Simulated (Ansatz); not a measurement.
# C2H6ClGeO radical: one species, many methods

The task here is to estimate one member of a computed series from the others.

Computed with Ansatz 0.2.0, Gaussian basis. Level: functionals in def2-TZVPP, the program's frozen cores in correlated methods.

Levels to be run: LDA (SPW92), PBE-D4, revPBE-D4, BLYP-D4, r2SCAN-D4, B97M-V, PBE0-D4, B3LYP-D4, r2SCANh-D4, r2SCAN0-D4, HSE06-D4, BHLYP-D4, CAM-B3LYP-D4, LC-ωPBE, ωB97X-V, ωB97M-V, B2PLYP, PBE-QIDH; CCSD(T)/def2-SVP; CCSD(T)/def2-TZVPP; MP2/def2-QZVPP; extrapolation to the limit; RPA on PBE.

**The relaxed structure**

All runs share one geometry, relaxed beforehand with PBE0-D4 in a triple-zeta def2 set.

SMILES `C[O][Ge]([CH3])[Cl]`, 11 atoms, charge 0, spin multiplicity 2.

Atoms are counted from 1 here; the program's logs count them from 0.

Bond lengths: C1–O2 1.410 Å, C1–H6 1.096 Å, C1–H7 1.095 Å, C1–H8 1.092 Å, O2–Ge3 1.776 Å, Ge3–C4 1.959 Å, Ge3–Cl5 2.186 Å, C4–H9 1.091 Å, C4–H10 1.089 Å, C4–H11 1.090 Å. Angles: O2–C1–H6 111.5°, O2–C1–H7 111.9°, O2–C1–H8 107.6°, H6–C1–H7 108.7°, H6–C1–H8 108.3°, H7–C1–H8 108.7°, C1–O2–Ge3 122.8°, O2–Ge3–C4 104.2°, O2–Ge3–Cl5 106.8°, C4–Ge3–Cl5 108.6°, Ge3–C4–H9 107.3°, Ge3–C4–H10 109.8°, Ge3–C4–H11 109.2°, H9–C4–H10 110.2°, H9–C4–H11 110.1°, H10–C4–H11 110.2°.

The first run:

in.yaml reads:

```yaml
crystal:
  periodic: [false, false, false]
  atoms:
    - {symbol: C, position_ang: [-1.377131, 1.620065, -0.011912]}
    - {symbol: O, position_ang: [-0.897968, 0.305234, -0.182099]}
    - {symbol: Ge, position_ang: [0.800565, -0.059353, -0.549723]}
    - {symbol: C, position_ang: [0.987449, -1.961879, -0.121003]}
    - {symbol: Cl, position_ang: [2.012051, 1.094123, 0.857514]}
    - {symbol: H, position_ang: [-1.432218, 2.154523, -0.966797]}
    - {symbol: H, position_ang: [-0.752104, 2.196599, 0.678056]}
    - {symbol: H, position_ang: [-2.385413, 1.553197, 0.402821]}
    - {symbol: H, position_ang: [0.698080, -2.088481, 0.923519]}
    - {symbol: H, position_ang: [2.020645, -2.273196, -0.265466]}
    - {symbol: H, position_ang: [0.326035, -2.540841, -0.764900]}
basis:
  gaussian: {orbitals: def2-TZVPP}
magnetization: {spin_polarized: true, initial_magnetization: 1}
hamiltonian: {xc: lda}
output: {orbitals: {seedname: orbitals}}
```

Among the steps run: LDA; PBE-D4 (GGA); revPBE-D4 (GGA); BLYP-D4 (GGA); r2SCAN-D4 (meta-GGA); B97M-V (meta-GGA); PBE0-D4 (hybrid); B3LYP-D4 (hybrid); r2SCANh-D4 (hybrid); r2SCAN0-D4 (hybrid); HSE06-D4 (hybrid); BHLYP-D4 (hybrid); CAM-B3LYP-D4 (range-separated); LC-ωPBE (range-separated); ωB97X-V (range-separated); ωB97M-V (range-separated); B2PLYP (double hybrid); PBE-QIDH (double hybrid).

One of the session's tables, all rows but one given; the rest of the session is left out.

It belongs to the step «Orbital energies across the functionals». 

```
  functional  HOMO (eV)  LUMO (eV)  gap (eV)
 LDA (SPW92)      -5.08      -4.28      0.79
      PBE-D4      -5.02      -3.93      1.09
   revPBE-D4      -4.99      -3.80      1.19
     BLYP-D4      -4.85      -3.94      0.90
   r2SCAN-D4      -5.41      -3.63      1.78
      B97M-V      -5.30      -4.00      1.30
     PBE0-D4      -6.25      -3.06      3.19
    B3LYP-D4      -5.98      -3.45      2.53
  r2SCANh-D4      -5.86      -3.31      2.55
  r2SCAN0-D4      -6.53      -2.83      3.70
    HSE06-D4      -5.86      -3.43      2.42
    BHLYP-D4      -7.31      -2.27      5.04
CAM-B3LYP-D4      -7.50      -2.18      5.32
     LC-ωPBE          ?          ?         ?
     ωB97X-V      -8.42      -1.20      7.21
     ωB97M-V      -8.26      -1.28      6.98
```

**Question.** Estimate the row for LC-ωPBE.

**Answer.** HOMO (eV): -8.88; LUMO (eV): -0.79; gap (eV): 8.09. In the column «HOMO (eV)» it is the lowest.
